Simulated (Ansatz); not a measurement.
Crystal: CS2.

```
S C
1.0
     3.64579   -2.99431    0.00000
     3.64579    2.99431    0.00000
     0.00000    0.00000    9.85126
S C
4 2
Direct
  0.18152 0.81848 0.88687
  0.31848 0.68152 0.38687
  0.68152 0.31848 0.61313
  0.81848 0.18152 0.11313
  0.50000 0.50000 0.50000
  0.00000 0.00000 0.00000
```

The cell comes from a database or a generator and needn't be the stable form of this composition.

- Program: Ansatz 0.2.0
- Task: relaxation of cell and atoms
- Functional: PBEsol
- Potentials or basis: Ansatz PAW
- Cutoff: 420 eV (not typed: the program's choice for these potentials)
- k mesh: 6 × 6 × 3
- Occupations: fermi-dirac, width 0.05 eV
- Spin: no spin polarisation

At the start: volume 35.85 Å³/atom.

**Question.** Where does the relaxation end?

**Answer.** It ends after 15 steps and the volume is 27.53 Å³/atom (-23.2 %); space group Cmce (No. 64, to 0.05 Å).

Step by step:
```
step  energy change (eV)  largest force (eV/Å)  volume (Å³)
   1              0.0000                0.0852       215.09
   2             -0.0066                0.0463       210.72
   3             -0.0420                0.0842       182.88
   4             -0.0536                0.2465       160.06
   5             -0.0583                0.0469       164.16
   6             -0.0565                0.0361       169.86
   7             -0.0582                0.0075       167.58
   8             -0.0587                0.0140       166.66
   9             -0.0592                0.0019       166.43
  10             -0.0595                0.0220       166.12
  11             -0.0601                0.0055       166.28
  12             -0.0601                0.0098       166.53
  13             -0.0540                0.0103       166.53
  14             -0.0551                0.0111       165.16
  15             -0.0545                0.0112       165.16
```

Final structure:
```xyz
6
Lattice="3.0923 -2.8214 0.0000 3.0923 2.8214 0.0000 0.0000 0.0000 9.4650" Properties=species:S:1:pos:R:3 pbc="T T T"
S     3.0923    1.8296    8.2625
S     3.0923    0.9918    3.5300
S     3.0923   -0.9918    5.9349
S     3.0923   -1.8296    1.2025
C     3.0923    0.0000    4.7325
C     0.0000    0.0000    0.0000
```

Caveat: the volume moved by over 15 % at a fixed basis, so the end points are rough; the plane-wave basis is chosen anew once the cell has moved, so the energies of steps on either side of that aren't comparable; the PAW data sets come from PBE, with cores solved anew for the run's functional, which leaves a small shift of forces and pressure.
